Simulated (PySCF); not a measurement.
# TeF₄: stationary points from several starts, part 1 of 2

Aim: find the stationary points of TeF₄ from see-saw, tetrahedral and square planar starts in the singlet state, tell minima from saddle points, and describe the lowest.

Computed with PySCF 2.14.0. Level: PBE0, basis Te def2-SVP with ECP28, F def2-SVP, scalar-relativistic core potentials, no spin–orbit coupling, density fitting.

### 1 Where the work starts

5 atoms, charge 0, spin multiplicity 1.

Bond lengths: Te1–F2 2.000 Å, Te1–F3 2.000 Å, Te1–F4 2.000 Å, Te1–F5 2.000 Å. Angles: F2–Te1–F3 170.0°, F2–Te1–F4 86.9°, F2–Te1–F5 86.9°, F3–Te1–F4 86.9°, F3–Te1–F5 86.9°, F4–Te1–F5 104.0°.

Coordinates in bohr (charge 0 multiplicity 1):
```
Te    0.0000    0.0000   -0.4902
F     0.0000    3.7651   -0.1608
F     0.0000   -3.7651   -0.1608
F     2.9782    0.0000    1.8366
F    -2.9782    0.0000    1.8366
```

### 2 See-saw start, singlet: relaxation

One driver script runs all steps and calls PySCF; scf.py shows how it sets up the SCF of each step. The optimiser is the driver's own. Before each start the driver seeks the lowest SCF state from one or more starting densities and follows internal instabilities, so scf.py alone need not reach the same state.

The program finds C2v symmetry in the start, which this walk keeps.

Contents of scf.py:

```python
from pyscf import gto, scf, dft
mol = gto.M(atom='''
Te     0.000000     0.000000    -0.259390
F      0.000000     1.992400    -0.085090
F     -0.000000    -1.992400    -0.085090
F      1.576000    -0.000000     0.971910
F     -1.576000     0.000000     0.971910''',
    basis={'Te': 'def2-SVP', 'F': 'def2-SVP'},
    ecp={'Te': 'def2-SVP'},
    charge=0, spin=0)
mf = dft.RKS(mol, xc='PBE0')
mf.grids.atom_grid = (50, 194)
aux = {'Te': 'def2-universal-JKFIT', 'F': 'def2-universal-JKFIT'}
mf = mf.density_fit(auxbasis=aux)
mf.kernel()
```

Steps of the walk:

```csv
step,energy (Eh),change (kJ/mol),largest symmetric gradient (Eh/bohr)
0,-666.681812,0.00,0.04997
1,-666.696161,-37.67,0.02236
2,-666.696670,-39.01,0.01390
3,-666.697132,-40.22,0.00050
4,-666.697139,-40.24,0.00034
5,-666.697141,-40.25,0.00016
```

The walk needed 13 s of wall time on 4 threads, shared host.

End point (C2v, 5 steps, 40.2 kJ/mol gained): Te–F 1.890 Å (×2), Te–F 1.941 Å (×2); F–Te–F 85.1° (×4), F–Te–F 99.6°, F–Te–F 164.7°.

### 3 Is it a minimum? Harmonic modes

On the finer grid the gradient is checked again; gradients at displacements of ±0.01 bohr then give force constants and infrared intensities.

Edit scf.py of step 2 so:

```diff
@@ -3,5 +3,5 @@
-Te     0.000000     0.000000    -0.259390
-F      0.000000     1.992400    -0.085090
-F     -0.000000    -1.992400    -0.085090
-F      1.576000    -0.000000     0.971910
-F     -1.576000     0.000000     0.971910''',
+Te     0.000000     0.000000    -0.270093
+F      0.000000     1.924186    -0.015612
+F     -0.000000    -1.924186    -0.015612
+F      1.446035    -0.000000     0.947297
+F     -1.446035     0.000000     0.947297''',
@@ -12 +12 @@
-mf.grids.atom_grid = (50, 194)
+mf.grids.atom_grid = (75, 302)
```

The driver hands on the density of the step before, so the log starts near convergence.

Log of the central SCF (cycles and frontier levels):

```text
init E= -666.696925449141
  HOMO = -0.367731884247817  LUMO = -0.111544600402429  gap/eV = 6.97121
cycle= 1 E= -666.6969254491  delta_E= 4.09e-11  |g|= 1.68e-05  |ddm|= 1.73e-05
  HOMO = -0.367729240137628  LUMO = -0.111545365975523  gap/eV = 6.97112
cycle= 2 E= -666.696925448991  delta_E= 1.09e-10  |g|= 3.07e-05  |ddm|= 3.11e-05
  HOMO = -0.367730961671004  LUMO = -0.111544914494974  gap/eV = 6.97118
cycle= 3 E= -666.696925449156  delta_E= -1.65e-10  |g|= 4.76e-07  |ddm|= 2e-05
  HOMO = -0.367730963322963  LUMO = -0.1115448973081  gap/eV = 6.97118
cycle= 4 E= -666.696925449145  delta_E= 1.06e-11  |g|= 1.1e-07  |ddm|= 4.4e-07
  HOMO = -0.367730952968632  LUMO = -0.111544894124798  gap/eV = 6.97118
Extra cycle  E= -666.696925449149  delta_E= -3.87e-12  |g|= 1.66e-07  |ddm|= 1.88e-07
converged SCF energy = -666.696925449149
```

The whole step took 47 s.

Geometry: C2v; Te–F 1.890 Å (×2), Te–F 1.941 Å (×2); F–Te–F 85.2° (×4), F–Te–F 99.8°, F–Te–F 164.9°.

Harmonic modes (main isotopes):

```tsv
symmetry	ω (cm⁻¹)	IR (km/mol)	μ (u)
a1	117	0.7	19.05
b1	165	14.0	21.69
a1	263	33.9	23.92
a2	274	0.0	19.00
b2	297	14.9	20.53
a1	604	0.0	19.00
b2	651	202	23.63
b1	688	72.6	21.70
a1	691	45.8	21.26
```

All wavenumbers are real: a minimum.

Constants and moments:

| Quantity | Value |
| --- | --- |
| Dipole moment | 3.35 D |
| Highest occupied level | -10.01 eV |
| Lowest empty level | -3.04 eV |
| Rotational constants | 0.137, 0.09149, 0.07658 cm⁻¹ |
| Zero-point energy | 22.4 kJ/mol |
| Principal polarisabilities | 25.0, 29.8, 35.7 bohr³ |
| Atomisation energy without zero-point energy | 1351 kJ/mol |
| Principal traceless quadrupole moments about the centre of mass | -9.18, 2.65, 6.53 D Å |
| Entropy at 298.15 K and 1 bar | 331.3 J/(mol K) |
| Heat capacity Cp at 298.15 K | 86.0 J/(mol K) |
| Enthalpy at 298.15 K above 0 K | 18.30 kJ/mol |
| Rotational symmetry number | 2 |

Charges (e) and bond orders:

| atom | Mulliken | Löwdin | polar tensor | Mayer order to Te1 |
| --- | --- | --- | --- | --- |
| Te1 | 1.58 | 1.30 | 2.30 | – |
| F2,3 | -0.42 | -0.36 | -0.63 | 0.87 |
| F4,5 | -0.37 | -0.30 | -0.52 | 0.92 |

Mulliken populations on Te1 (outside its core potential): s 3.85, p 8.04, d 10.53.

### 4 Relaxation: tetrahedral start, singlet

The program finds Td symmetry in the start, which this walk keeps. Threshold on the gradient: 0.0003 Eh/bohr, with a further test on the energy change.

Edit scf.py of step 3 so:

```diff
@@ -3,5 +3,5 @@
-Te     0.000000     0.000000    -0.270093
-F      0.000000     1.924186    -0.015612
-F     -0.000000    -1.924186    -0.015612
-F      1.446035    -0.000000     0.947297
-F     -1.446035     0.000000     0.947297''',
+Te    -0.000000     0.000000     0.000000
+F      1.633017    -0.000055     1.154717
+F     -1.633017    -0.000000     1.154717
+F      0.000028     1.633045    -1.154678
+F     -0.000028    -1.632989    -1.154757''',
@@ -12 +12 @@
-mf.grids.atom_grid = (75, 302)
+mf.grids.atom_grid = (50, 194)
```

The optimiser's trace:

```csv
step,energy (Eh),change (kJ/mol),largest symmetric gradient (Eh/bohr)
0,-666.638880,0.00,0.01010
1,-666.639974,-2.87,0.00391
2,-666.640143,-3.31,0.00024
3,-666.640143,-3.32,0.00000
```

The walk took 6.7 s.

Positions (Å) and forces (eV/Å) along the way, with the part that breaks the symmetry left in:

```
step 0
Te   0.000   0.000   0.000   0.000   0.000   0.000
F    1.633   0.000   1.155  -0.536   0.000  -0.343
F   -1.633   0.000   1.155   0.536   0.000  -0.343
F    0.000   1.633  -1.155   0.000  -0.536   0.343
F    0.000  -1.633  -1.155   0.000   0.536   0.343
step 1
Te   0.000   0.000   0.000   0.000   0.000   0.000
F    1.604   0.000   1.134   0.184   0.000   0.166
F   -1.604   0.000   1.134  -0.184   0.000   0.166
F    0.000   1.604  -1.134   0.000   0.184  -0.166
F    0.000  -1.604  -1.134   0.000  -0.184  -0.166
step 2
Te   0.000   0.000   0.000   0.000   0.000   0.000
F    1.612   0.000   1.140  -0.029   0.000   0.015
F   -1.612   0.000   1.140   0.029   0.000   0.015
F    0.000   1.612  -1.140   0.000  -0.029  -0.015
F    0.000  -1.612  -1.140   0.000   0.029  -0.015
step 3
Te   0.000   0.000   0.000   0.000   0.000   0.000
F    1.611   0.000   1.139  -0.017   0.000   0.024
F   -1.611   0.000   1.139   0.017   0.000   0.024
F    0.000   1.611  -1.139   0.000  -0.017  -0.023
F    0.000  -1.611  -1.139   0.000   0.017  -0.024
```

It settles in Td symmetry, 3.3 kJ/mol below the start, after 3 steps: Te–F 1.974 Å (×4); F–Te–F 109.5° (×6).

### 5 Is it a minimum? Harmonic modes

The same treatment as at the point before.

Edit scf.py of step 4 so:

```diff
@@ -3,5 +3,5 @@
-Te    -0.000000     0.000000     0.000000
-F      1.633017    -0.000055     1.154717
-F     -1.633017    -0.000000     1.154717
-F      0.000028     1.633045    -1.154678
-F     -0.000028    -1.632989    -1.154757''',
+Te     0.000000     0.000000    -0.000000
+F      1.611875    -0.000055     1.139768
+F     -1.611875    -0.000000     1.139768
+F      0.000027     1.611902    -1.139729
+F     -0.000027    -1.611848    -1.139806''',
@@ -12 +12 @@
-mf.grids.atom_grid = (50, 194)
+mf.grids.atom_grid = (75, 302)
```

SCF at the final geometry:

```text
init E= -666.640608087125
  HOMO = -0.318587849219327  LUMO = -0.101783609453286  gap/eV = 5.89954
cycle= 1 E= -666.640608087023  delta_E= 1.02e-10  |g|= 2.55e-05  |ddm|= 3.01e-05
  HOMO = -0.318587608055953  LUMO = -0.101783767758891  gap/eV = 5.89953
cycle= 2 E= -666.640608086476  delta_E= 5.47e-10  |g|= 5.92e-05  |ddm|= 6.98e-05
  HOMO = -0.318587748152961  LUMO = -0.101783654861312  gap/eV = 5.89954
cycle= 3 E= -666.640608087149  delta_E= -6.73e-10  |g|= 7.52e-07  |ddm|= 4.88e-05
  HOMO = -0.318587772449796  LUMO = -0.101783643801511  gap/eV = 5.89954
cycle= 4 E= -666.64060808715  delta_E= -1.14e-12  |g|= 3.16e-08  |ddm|= 5.45e-07
  HOMO = -0.318587762953133  LUMO = -0.101783636133387  gap/eV = 5.89954
Extra cycle  E= -666.640608087149  delta_E= 1.14e-12  |g|= 2.67e-08  |ddm|= 4.05e-08
converged SCF energy = -666.640608087149
```

The whole step took 17 s.

Geometry: Td; Te–F 1.974 Å (×4); F–Te–F 109.5° (×6).

Harmonic modes (main isotopes):

| symmetry | ω (cm⁻¹) | IR (km/mol) | μ (u) |
| --- | --- | --- | --- |
| t2 | 160i | 3.8 | 22.19 |
| e | 73 | 0.0 | 19.00 |
| t2 | 580 | 475 | 22.93 |
| a1 | 605 | 0.0 | 19.00 |

3 modes are imaginary, the largest at 160i cm⁻¹: a saddle point, not a minimum.

Properties at this point:

| Property | Result |
| --- | --- |
| Dipole moment | 0.00 D |
| Highest occupied level | -8.67 eV |
| Lowest empty level | -2.77 eV |
| Rotational constants | 0.08538, 0.08538, 0.08538 cm⁻¹ |
| Zero-point energy (real modes) | 14.9 kJ/mol |
| Principal polarisabilities | 35.2, 35.2, 35.2 bohr³ |
| Atomisation energy without zero-point energy | 1204 kJ/mol |
| Principal traceless quadrupole moments about the centre of mass | 0.00, 0.00, 0.00 D Å |

Populations by atom (charges in e):

```tsv
atom	Mulliken	Löwdin	polar tensor	Mayer order to Te1
Te1	1.66	1.45	2.23	–
F2,3,4,5	-0.41	-0.36	-0.56	0.85
```

Mulliken populations on Te1 (outside its core potential): s 4.04, p 7.85, d 10.45.

### 6 Following the imaginary mode

The atoms are moved a little along the softest imaginary mode and relaxed again.

The program finds C1 symmetry in the start.

Edit scf.py of step 5 so:

```diff
@@ -3,5 +3,5 @@
-Te     0.000000     0.000000    -0.000000
-F      1.611875    -0.000055     1.139768
-F     -1.611875    -0.000000     1.139768
-F      0.000027     1.611902    -1.139729
-F     -0.000027    -1.611848    -1.139806''',
+Te    -0.010967    -0.034111    -0.004141
+F      1.602687     0.114910     1.121090
+F     -1.601616     0.114963     1.172606
+F      0.036988     1.623283    -1.052534
+F      0.036933    -1.619911    -1.212848''',
@@ -12 +12 @@
-mf.grids.atom_grid = (75, 302)
+mf.grids.atom_grid = (50, 194)
```

Steps of the walk:

```csv
step,energy (Eh),change (kJ/mol),largest gradient (Eh/bohr)
0,-666.641784,0.00,0.00627
1,-666.644668,-7.57,0.00626
2,-666.650792,-23.65,0.01161
3,-666.660559,-49.29,0.02001
4,-666.670741,-76.03,0.02145
5,-666.680789,-102.41,0.01323
6,-666.681319,-103.80,0.01534
7,-666.682470,-106.82,0.01069
8,-666.683457,-109.41,0.00784
9,-666.685181,-113.94,0.01154
10,-666.685763,-115.47,0.02783
11,-666.688327,-122.20,0.04708
12,-666.692077,-132.04,0.02578
13,-666.694384,-138.10,0.01560
14,-666.696349,-143.26,0.00571
15,-666.696837,-144.54,0.00286
16,-666.696830,-144.52,0.00357
17,-666.696873,-144.64,0.00080
18,-666.696876,-144.64,0.00083
19,-666.696879,-144.65,0.00017
```

The walk needed 40 s of wall time on 4 threads, shared host.

End point (C2v, 19 steps, 144.7 kJ/mol gained): Te–F 1.891 Å (×2), Te–F 1.940 Å (×2); F–Te–F 84.9° (×4), F–Te–F 101.1°, F–Te–F 164.0°.

(Continued in part 2 of 2.)
